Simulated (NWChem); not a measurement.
Plane-wave run on SiC (space group P6_3mc)

```yaml
crystal:
  lattice:
    - [3.07351, 0.00000, 0.00000]
    - [-1.53676, 2.66174, 0.00000]
    - [0.00000, 0.00000, 5.04525]
  atoms:
    - { symbol: Si, position: [0.33333, 0.66667, 0.49960] }
    - { symbol: Si, position: [0.66667, 0.33333, 0.99960] }
    - { symbol: C, position: [0.33333, 0.66667, 0.87540] }
    - { symbol: C, position: [0.66667, 0.33333, 0.37540] }
```

The numbers come from NWChem runs, not from measurements. Origin of the cell: Materials Project cell, not relaxed here.

Norm-conserving pseudopotentials with valence charges Si 4, C 4, fixed occupations, no spin-orbit coupling, density cut at twice the wavefunction cutoff.

Level: LDA (Vosko), default library, cutoff 35 Ha, density from a 5×5×3 mesh. Bands run along Γ–M–K–Γ–A–L–H–A with k in units of the cell's reciprocal vectors.

Problem. What gap does the band structure show, and how wide is the group of occupied bands?

Solution. It shows an indirect gap along this path of 2.20 eV from Γ to K (smallest direct gap on this path 3.91 eV). The 8 occupied bands reach 15.5 eV below the valence-band top.
